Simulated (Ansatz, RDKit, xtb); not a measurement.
# CH9B3N4: ranking a sample of isomers

Which of a sample of isomers of CH9B3N4 is the most stable in the gas at 298.15 K, and what are its properties? The sample is small against all isomers, and the most stable one of this formula need not be in it.

Plan: many cheap relaxations first (GFN2-xTB), then density-functional screening, relaxation at PBE-D3(BJ)/def2-SVP, vibrations (at GFN2-xTB) and a final energy. The numbers are computed, not measured.

## Step 1: Candidates

Isomers were taken from a list of plausible structures; this is a sample, not all of them. That gives 6 candidates.

```tsv
label	SMILES	spin
c091	CN1BNBN(N)B1	singlet
c509	CB1NBN(N)BN1	singlet
c797	CB1NBNBN1N	singlet
c856	CB1NBNB(N)N1	singlet
c873	CN1BNB(N)NB1	singlet
c905	CN1BNBNB1N	singlet
```

Candidates are built by distance geometry, with a force field where one applies, in up to four conformers (letters a to d).

**Question.** With final energies at CCSD(T)/def2-SVP + MP2/def2-TZVPP - MP2/def2-SVP, which structure will this search put lowest in free energy, and by what margin?

| quantity | value |
| --- | --- |
| lowest structure found | CB1NBNB(N)N1, singlet |
| next finalist | CN1BNBNB1N, singlet, 17.4 kcal/mol higher in G |
| share at equilibrium, among the finalists | 100.0 % |

The search ends on `CB1NBNB(N)N1`. Among the finalists first place is clear (17.4 kcal/mol); structures outside the list aren't covered. HF/STO-3G, r2SCAN-D4/def2-SVP, PBE-D3(BJ)/def2-SVP, HF/def2-SVP and MP2/def2-SVP already put its bonding pattern lowest among the structures in one piece; GFN2-xTB favours the singlet CN1BNB(N)NB1. Lowest found is not proven lowest: the search is finite, and each finalist counts with one conformer. Only 6 drawn patterns were tried, so whole families of isomers are missing, and the result ranks this sample alone.
